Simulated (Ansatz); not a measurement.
# C2H7GeN: the cost of one run

The runs use Ansatz 0.2.0, Gaussian basis; the settings change from run to run.

### Step 1. The relaxed structure

An earlier PBE0-D4 in a triple-zeta def2 set relaxation fixed the geometry.

SMILES `[CH3][GeH]1[CH2][NH]1`, 11 atoms, charge 0, spin multiplicity 1.

Atoms are counted from 1 here; the program's logs count them from 0.

Bond lengths: C1–Ge2 1.937 Å, C1–H5 1.090 Å, C1–H6 1.091 Å, C1–H7 1.090 Å, Ge2–C3 1.916 Å, Ge2–N4 1.878 Å, Ge2–H8 1.531 Å, C3–N4 1.482 Å, C3–H9 1.087 Å, C3–H10 1.088 Å, N4–H11 1.013 Å. Angles: Ge2–C1–H5 111.0°, Ge2–C1–H6 110.3°, Ge2–C1–H7 108.2°, H5–C1–H6 109.0°, H5–C1–H7 109.3°, H6–C1–H7 109.0°, C1–Ge2–C3 123.7°, C1–Ge2–N4 113.5°, C1–Ge2–H8 118.0°, C3–Ge2–N4 46.0°, C3–Ge2–H8 117.2°, N4–Ge2–H8 115.8°, Ge2–C3–N4 65.7°, Ge2–C3–H9 120.3°, Ge2–C3–H10 117.8°, N4–C3–H9 114.0°, N4–C3–H10 118.2°, H9–C3–H10 112.9° and more.

### Step 2. wB97M-V/aug-pcseg-2

This run has a point charge of -1.00 e beside it.

The input, in.yaml:

```yaml
crystal:
  periodic: [false, false, false]
  atoms:
    - {symbol: C, position_ang: [-1.103179, 1.461435, -0.185597]}
    - {symbol: Ge, position_ang: [-0.123520, -0.159755, -0.589114]}
    - {symbol: C, position_ang: [1.413707, -0.745699, 0.393881]}
    - {symbol: N, position_ang: [0.125958, -1.273448, 0.902598]}
    - {symbol: H, position_ang: [-0.823397, 2.266875, -0.864905]}
    - {symbol: H, position_ang: [-2.176187, 1.284570, -0.267147]}
    - {symbol: H, position_ang: [-0.868264, 1.754531, 0.837537]}
    - {symbol: H, position_ang: [-0.424230, -0.872599, -1.909951]}
    - {symbol: H, position_ang: [1.917040, -0.069327, 1.080108]}
    - {symbol: H, position_ang: [2.095964, -1.438077, -0.095887]}
    - {symbol: H, position_ang: [0.031406, -2.265405, 0.719077]}
basis:
  gaussian: {orbitals: aug-pcseg-2, point_charges: [{charge: -1.00, position_ang: [5.016, -0.831, -0.277]}]}
hamiltonian: {xc: {name: wB97M-V}}
output: {forces: true}
```

Run with:

```console
$ ansatz run in.yaml --threads 4 --pin off --events-out ev --progress --plain --max-ram 10444MiB
```

Q: Estimate wall time and peak memory on 4 threads of Intel Xeon 6975P-C, shared host.

About 12 s, with a peak of 1.9 GiB.
